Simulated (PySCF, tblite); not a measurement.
# C₄H₉BF₂O: geometry, infrared bands and NMR shifts

Aim: predict the infrared bands and NMR shifts of C₄H₉BF₂O (`COC[C@@H](C)B(F)F`).

Programs: tblite 0.8.0 and PySCF 2.14.0, with density-fitted response routines of our own. Each step states its level of theory. These are calculated values for one molecule in the gas phase, unless marked as measured. Atoms are numbered from 0 throughout.

### Step 1. The starting structure

17 atoms, charge 0, multiplicity 1; geometry from: force field or distance geometry start.

Bonds of the start (Å): C0–O1 1.42, O1–C2 1.39, C2–C3 1.53, C3–C4 1.54, C3–B5 1.60, B5–F6 1.43, B5–F7 1.42, C0–H8 1.10, C0–H9 1.11, C0–H10 1.11, C2–H11 1.12, C2–H12 1.10, C3–H13 1.09, C4–H14 1.10, C4–H15 1.12, C4–H16 1.12.

### Step 2. Relaxing the molecule with GFN2-xTB

What the job is given:

```
{"job": {"kind": "relax", "xc": "GFN2-xTB", "basis": "xTB"}, "charge": 0, "multiplicity": 1}
C      2.449700    -0.015400     0.316500
O      1.052100     0.027300     0.550600
C      0.427700     0.064600    -0.695000
C     -1.090600     0.115300    -0.499000
C     -1.464500    -1.168000     0.275200
B     -1.511800     1.395000     0.355200
F     -1.215500     1.428700     1.753700
F     -2.214300     2.466300    -0.265100
H      2.739400    -0.892800    -0.272000
H      2.735600     0.905900    -0.226900
H      3.007400    -0.015400     1.278600
H      0.624400    -0.907700    -1.205300
H      0.757400     0.924200    -1.303000
H     -1.598900     0.169200    -1.464200
H     -1.045500    -2.069900    -0.186000
H     -1.081500    -1.138900     1.322500
H     -2.578000    -1.276300     0.254300
```

Launch:

```console
> OMP_NUM_THREADS=1 python probes_run.py task.json out
```

One launch serves the whole session: the jobs run in the order shown.

**Question.** This job is followed by: GFN2-xTB harmonic vibrations, gas phase; GIAO PBE0/pcSseg-1 NMR shielding, non-relativistic, gas phase. Predict these results of the whole session: strongest single infrared mode (GFN2-xTB); zero-point energy (GFN2-xTB); 13C shifts against TMS (PBE0/pcSseg-1); 1H shifts against TMS (PBE0/pcSseg-1, means over atoms taken as alike); 17O shifts against H2O (PBE0/pcSseg-1); 11B shifts against BF3·OEt2 (PBE0/pcSseg-1); 19F shifts against CFCl3 (PBE0/pcSseg-1, means over atoms taken as alike).

**Answer**, as computed:

```
                                                                 quantity                             value
                                strongest single infrared mode (GFN2-xTB)             1289 cm⁻¹, 389 km/mol
                                             zero-point energy (GFN2-xTB)                     83.2 kcal/mol
                                   13C shifts against TMS (PBE0/pcSseg-1)        80.2, 61.6, 26.3, 15.0 ppm
   1H shifts against TMS (PBE0/pcSseg-1, means over atoms taken as alike)  3.88, 3.53, 3.26, 1.24, 1.20 ppm
                                   17O shifts against H2O (PBE0/pcSseg-1)                          28.4 ppm
                              11B shifts against BF3·OEt2 (PBE0/pcSseg-1)                          27.8 ppm
19F shifts against CFCl3 (PBE0/pcSseg-1, means over atoms taken as alike)                         -71.7 ppm
```

In words: Relaxing lowered the energy by 0.754 eV in 84 steps; the close pair that moved most is B5–F6, from 1.430 to 1.315 Å. All 45 modes are real, so the xTB geometry is a minimum. The strongest single mode, at 1289 cm⁻¹, moves mainly B5. Unscaled tight-binding wavenumbers are off by several per cent, some by more. Its intensities can rank the bands wrongly. C2 (sp3 CH2 bonded to O) lies farthest downfield among carbon, at 80.2 ppm; deshielded by the electronegative neighbour. At PBE0/pcSseg-1: The largest span, 318 ppm, is at F6, F7, where the paramagnetic term is -226 ppm.
